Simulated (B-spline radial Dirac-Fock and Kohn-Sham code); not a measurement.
**Mo⁵⁺: core levels and X-ray properties**

What does theory give for Mo⁵⁺? The session works out its X-ray form factor and Compton profile and the binding energy of each subshell.

Method: a free atom or ion on a radial basis; each step names its model; computed with B-spline radial Dirac-Fock and Kohn-Sham code, version 3.

## Step 1: The atom as given

Mo⁵⁺, configuration [Kr] 4d1, inside a Watson sphere of charge -5 and radius 2.7 Å (a model of the Madelung potential; inside it an electron's potential energy is raised by 26.7 eV).

| Quantity | Value |
| --- | --- |
| nuclear charge | 42 |
| electrons | 37 |
| mass number | 98 |
| nuclear rms radius | 4.4091 fm |

Outer shells as boxes (Hund's rule, for the drawing alone; heavy ions are jj-coupled, and the calculation averages over the configuration):

```
[Kr] core
4d [↑ ][  ][  ][  ][  ]
```

## Step 2: Scattering by the electron cloud

Model: Dirac-Fock average of configuration, finite nucleus; form factor of the spherical density, Waller-Hartree incoherent function, impulse-approximation Compton profiles.

Settings, as recorded:

```ini
task = scatter
Z = 42
charge = 5
configuration = 1s2 2s2 2p6 3s2 3p6 3d10 4s2 4p6 4d1
mass_number = 98
rms_radius = 4.4091  # fm
s = [0.0, 0.07, 0.08, 0.1, 0.12, 0.15, 0.19, 0.23, 0.28, 0.34, 0.42, 0.52, 0.64, 0.78, 0.96, 1.18, 1.45, 1.78, 2.19, 2.69, 3.31, 4.06, 4.98]  # 1/A
pz = [0, 0.1, 0.13, 0.18, 0.24, 0.32, 0.43, 0.58, 0.78, 1.0, 1.4, 1.9, 2.5, 3.4, 4.6, 6.1, 8.2, 11.0, 15.0, 20.0, 27.0]  # a.u.
photon_energy = [1000, 2000, 5000, 17479.3, 30000, 100000, 200000, 500000]  # eV
watson_charge = -5  # e
watson_radius = 2.7  # A
```

## Step 3: Core and valence levels

Model: Dirac-Fock average of configuration, Delta-SCF, finite nucleus, first-order Breit with its frequency dependence, self-energy and vacuum polarisation.

The run's settings:

```ini
task = binding
```

Q: Predict the outcome of this session. Wanted: rms radius of the electron cloud; form factor halves at; Compton profile at zero; deepest level listed, K; least bound, N4,5; Kα1.

As calculated:

| quantity | value |
| --- | --- |
| rms radius of the electron cloud | 0.706 bohr |
| form factor halves at | 0.66 1/Å |
| Compton profile at zero | 4.954 1/a.u. |
| deepest level listed, K (1s) | 20053.2 eV |
| least bound, N4,5 (4d) | 40.85 eV |
| Kα1 | 17477.0 eV |

The form factor starts at the 37 electrons and halves by s = 0.66 1/Å. Incoherent scattering outweighs coherent from 100 keV on, among the energies asked. For K (1s), relaxation takes off 54.4 eV, Breit terms shift it by -36.31 and QED by -18.08 eV. The Hartree-Fock and Dirac-Fock values hold no electron correlation.
